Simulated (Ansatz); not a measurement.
# MnIr: the cost of one run

Program: Ansatz 0.2.0. Level of theory: DFT PBEsol, PAW, plane waves, scalar-relativistic. These are calculated values, not measurements.

**1. The system as given**

It takes space group P4/mmm (No. 123, tetragonal). The conventional cell has a = 2.726 Å, b = 2.726 Å, c = 3.643 Å, α = 90.00°, β = 90.00°, γ = 90.00°. Mn (site symmetry 4/mmm) has 8 Ir at 2.65 Å and 4 Mn at 2.73 Å as nearest neighbours. Around Ir (site symmetry 4/mmm) lie 8 Mn at 2.65 Å and 4 Ir at 2.73 Å.

Structure file:

```
CELL_PARAMETERS angstrom
5.45179 0.00000 0.00000
0.00000 2.72590 0.00000
0.00000 0.00000 3.64300
ATOMIC_POSITIONS crystal
Mn 0.25000 0.50000 0.50000
Mn 0.75000 0.50000 0.50000
Ir 0.00000 0.00000 0.00000
Ir 0.50000 0.00000 0.00000
```

In tables a label like Ir4 counts atoms in the order of input.yaml; a structure file may count by element.

Known so far: 10 plain starts ended in 3 states. The lowest came from “opposed moments +-+-, plain SCF [Mn1 4.50, Mn2 -4.50, Ir3 1.00, Ir4 -1.00 μB]”: antiferromagnetic, site moments Mn1 2.55, Mn2 -2.55, Ir3 0.00, Ir4 0.00 μB, total 0.00 μB per cell, no gap on the k-mesh, free energy -31336.1471 eV.

Runs to come: parallel moments, default search for lower states; opposed moments ++--, default search for lower states; the moments typed in its input, symmetry off, plain SCF; the moments typed in its input, standard search for lower states.

“Plain SCF” means no search for lower states. The default search runs further SCF cycles only where the state itself hints at a lower one. The standard and full searches may also try other magnetic orders and fillings, and need not reach the lowest state. With a search on, the program may also reshape the start on open shells. Ends within 0.2 meV/atom and 0.1 μB count as one state.

The total moment includes the space between the atomic spheres.

**2. Parallel moments, default search for lower states**

Contents of input.yaml:

```yaml
crystal:
  lattice:
    - [5.45179328, 0.0, 0.0]
    - [0.0, 2.72589664, 0.0]
    - [0.0, 0.0, 3.643]
  atoms:
    - { symbol: Mn, position: [0.25, 0.5, 0.5], spin: 4.5 }
    - { symbol: Mn, position: [0.75, 0.5, 0.5], spin: 4.5 }
    - { symbol: Ir, position: [0.0, 0.0, 0.0], spin: 1.0 }
    - { symbol: Ir, position: [0.5, 0.0, 0.0], spin: 1.0 }
magnetization:
  spin_polarized: true
hamiltonian:
  xc: pbesol
  pseudopotentials: { kind: paw }
basis:
  ecutwfc: 420
kpoints:
  mp_grid: { grid: [6, 11, 8] }
scf:
  occupations: { method: fermi_dirac, width: 0.1 }
output:
  forces: true
  stress: true
```

What time and memory should one allow on 2 threads of an Arm CPU, shared host?

About 46 s, with a peak of 0.68 GiB.
